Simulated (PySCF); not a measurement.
**One shape, several levels: CH6O2Si (SMILES C[SiH](O)O)**

Aim: a comparison of 6 runs (BHLYP/cc-pVDZ, CAM-B3LYP/cc-pVDZ, SVWN5/cc-pVDZ, r2SCAN/cc-pVDZ, wB97X/cc-pVDZ, SCS-MP2/cc-pVDZ) of CH6O2Si. 

The calculation is run with PySCF 2.14.0.

2 further runs of the same task are left out: 2 set aside as unsound or not needed.

### Step 1. The structure to begin with

The species is CH6O2Si (10 atoms), meant as a singlet with charge 0. SMILES: `C[SiH](O)O`. One bond was lengthened or shortened from a relaxed shape.

Bond lengths: C1–Si2 1.852 Å, Si2–O3 1.647 Å, Si2–O4 1.646 Å, C1–H5 1.093 Å, C1–H6 1.257 Å, C1–H7 1.092 Å, Si2–H8 1.484 Å, O3–H9 0.958 Å, O4–H10 0.958 Å. Some angles: C1–Si2–O3 105.2°, C1–Si2–O4 112.8°, O3–Si2–O4 112.2°, C1–Si2–H8 113.0°, O3–Si2–H8 110.8°, O4–Si2–H8 103.1°, Si2–C1–H5 111.0°, Si2–C1–H6 110.6°, Si2–C1–H7 110.8°, Si2–O3–H9 117.2°.

### Step 2. A single-point energy at BHLYP/cc-pVDZ (run 1)

geometry.xyz reads:

```xyz
10
CH6O2Si
C     -1.208918     0.326600    -0.285516
Si     0.601582     0.158800     0.067684
O      0.734482    -1.177200     1.021684
O      1.509082     0.037300    -1.300716
H     -1.597018    -0.571000    -0.774716
H     -1.853400     0.489100     0.780800
H     -1.400318     1.182600    -0.936516
H      1.172682     1.348700     0.745584
H      1.605582    -1.388100     1.360684
H      1.276182    -0.648800    -1.928016
```

job.py reads:

```python
from pyscf import gto, dft

mol = gto.Mole()
mol.atom = 'geometry.xyz'
mol.max_memory = 1860
mol.charge = 0
mol.spin = 0
mol.basis = 'cc-pvdz'
mol.verbose = 3
mol.build()

calc0 = dft.RKS(mol, xc='bhandhlyp')
calc0.grids.level = 5
calc0.conv_tol = 1e-10
calc0.kernel()
if not calc0.converged:
    calc0 = calc0.newton().run(calc0.mo_coeff, calc0.mo_occ)

e_tot = calc0.e_tot
print(f'total energy: {e_tot:.8f} hartree')
```

Run with:

```bash
$ OMP_NUM_THREADS=1 python job.py
```

Standard output:

```text
converged SCF energy = -481.64011927806
total energy: -481.64011928 hartree
```

Run time: 20 s. Hardware: 1 thread of Intel Xeon at 2.70GHz, shared host; peak memory 0.46 GiB.

### Step 3. The energy at CAM-B3LYP/cc-pVDZ (run 2)

calc.py reads:

```python
from pyscf import gto, dft

molecule = gto.Mole()
molecule.atom = '''
C     -1.208918     0.326600    -0.285516
Si     0.601582     0.158800     0.067684
O      0.734482    -1.177200     1.021684
O      1.509082     0.037300    -1.300716
H     -1.597018    -0.571000    -0.774716
H     -1.853400     0.489100     0.780800
H     -1.400318     1.182600    -0.936516
H      1.172682     1.348700     0.745584
H      1.605582    -1.388100     1.360684
H      1.276182    -0.648800    -1.928016
'''
molecule.max_memory = 1860
molecule.verbose = 3
molecule.basis = 'cc-pvdz'
molecule.build()

mf = dft.RKS(molecule, xc='cam-b3lyp')
mf.grids.level = 5
mf.conv_tol = 1e-10
mf.kernel()
if not mf.converged:
    mf = mf.newton().run(mf.mo_coeff, mf.mo_occ)

energy = mf.e_tot
print('E = %.10f Eh' % energy)
```

Run with:

```bash
$ OMP_NUM_THREADS=1 python calc.py
```

Standard output:

```text
converged SCF energy = -481.668746584005
E = -481.6687465840 Eh
```

Wall time 32 s (1 thread of Intel Xeon at 2.70GHz, shared host); peak memory 0.46 GiB.

Runs 3 to 4 aren't shown in full; the table further down has their settings and results.

### Step 4. The energy at wB97X/cc-pVDZ (run 5)

Edit geometry.xyz of step 2 so:

```diff
@@ -1,3 +1,3 @@
 10
-CH6O2Si
+
 C     -1.208918     0.326600    -0.285516
```

calc.py reads:

```python
from pyscf import gto, dft

mol = gto.M(
    atom='geometry.xyz',
    max_memory=1860,
    verbose=3,
    charge=0,
    basis='cc-pvdz',
)

ks = dft.RKS(mol)
ks.xc = 'wb97x'
ks.grids.level = 5
ks.conv_tol = 1e-10
ks.kernel()
if not ks.converged:
    ks = ks.newton().run(ks.mo_coeff, ks.mo_occ)

etot = ks.e_tot
print(f'total energy: {etot:.8f} hartree')
```

Run with:

```bash
$ OMP_NUM_THREADS=1 python calc.py
```

Standard output:

```text
converged SCF energy = -481.685874044396
total energy: -481.68587404 hartree
```

It took 30 s on 1 thread of Intel Xeon at 2.70GHz, shared host; peak memory 0.46 GiB.

### Step 5. The energy at SCS-MP2/cc-pVDZ (run 6)

input.xyz reads:

```xyz
10
CH6O2Si
C     -1.208918     0.326600    -0.285516
Si     0.601582     0.158800     0.067684
O      0.734482    -1.177200     1.021684
O      1.509082     0.037300    -1.300716
H     -1.597018    -0.571000    -0.774716
H     -1.853400     0.489100     0.780800
H     -1.400318     1.182600    -0.936516
H      1.172682     1.348700     0.745584
H      1.605582    -1.388100     1.360684
H      1.276182    -0.648800    -1.928016
```

input.py reads:

```python
from pyscf import gto, scf, mp

mol = gto.M(
    atom='input.xyz',
    spin=0,
    verbose=4,
    basis='cc-pvdz',
    max_memory=1860,
)

mf = scf.RHF(mol)
mf.conv_tol = 1e-10
mf.kernel()
if not mf.converged:
    mf = mf.newton().run(mf.mo_coeff, mf.mo_occ)

pt = mp.MP2(mf, frozen=8).run()
e_tot = mf.e_tot + 1.2 * pt.e_corr_os + pt.e_corr_ss / 3
print(f'total energy: {e_tot:.8f} hartree')
```

Run with:

```bash
$ OMP_NUM_THREADS=1 python input.py
```

Standard output:

```text
PySCF version 2.14.0

[... 64 lines left out ...]
converged SCF energy = -480.113056954674
[... 1 line left out ...]
******** <class 'pyscf.mp.mp2.RMP2'> ********
nocc = 13, nmo = 82
frozen orbitals 8
E(RMP2) = -480.735728611478  E_corr = -0.622671656803934
E(SCS-RMP2) = -480.727791610018  E_corr = -0.614734655343858
E_corr(same-spin) = -0.152851537870226
E_corr(oppo-spin) = -0.469820118933708
total energy: -480.72779161 hartree
```

Run time: 2.5 s. Hardware: 1 thread of Intel Xeon at 2.70GHz, shared host; peak memory 0.21 GiB.

### Step 6. All runs side by side

| run | level | integration grid | frozen core orbitals | energy (Eh) | dipole moment (D) of the reference | HOMO energy (eV) | LUMO energy (eV) | wall time |
| --- | --- | --- | --- | --- | --- | --- | --- | --- |
| 1 | BHLYP/cc-pVDZ | 5 | – | -481.640119 | 1.00 | -9.72 | 2.11 | 20 s |
| 2 | CAM-B3LYP/cc-pVDZ | 5 | – | -481.668747 | 1.04 | -9.69 | 2.26 | 32 s |
| 3 | SVWN5/cc-pVDZ | 5 | – | -479.101081 | 1.11 | -6.80 | 0.29 | 13 s |
| 4 | r2SCAN/cc-pVDZ | 5 | – | -481.615052 | 1.09 | -7.14 | 1.07 | 38 s |
| 5 | wB97X/cc-pVDZ | 5 | – | -481.685874 | 1.02 | -10.74 | 3.58 | 30 s |
| 6 | SCS-MP2/cc-pVDZ | – | 8 | -480.727792 | 0.98 | -11.92 | 4.51 | 2.5 s |

### Step 7. What came out

| quantity | value |
| --- | --- |
| run 6: total energy | -480.72779 Eh |
| run 6: dipole moment (Hartree–Fock density) | 0.98 D |
| run 6: HOMO energy (Hartree–Fock orbitals) | -11.92 eV |
| run 6: LUMO energy (Hartree–Fock orbitals) | 4.51 eV |
| run 6: HOMO–LUMO gap (Hartree–Fock orbitals) | 16.44 eV |
| run 6: correlation energy (8 core orbitals frozen) | -614.7 mEh |

What this shows: Over runs 1, 2, 3, 4, 5 the dipole moment (its size) runs from 1.00 D (BHLYP/cc-pVDZ) to 1.11 D (SVWN5/cc-pVDZ). Over runs 1, 2, 3, 4, 5 the HOMO–LUMO gap runs from 7.09 eV (SVWN5/cc-pVDZ) to 14.31 eV (wB97X/cc-pVDZ). Totals of different functionals can't be ranked against each other. All runs together took 2.3 min, the longest 38 s.
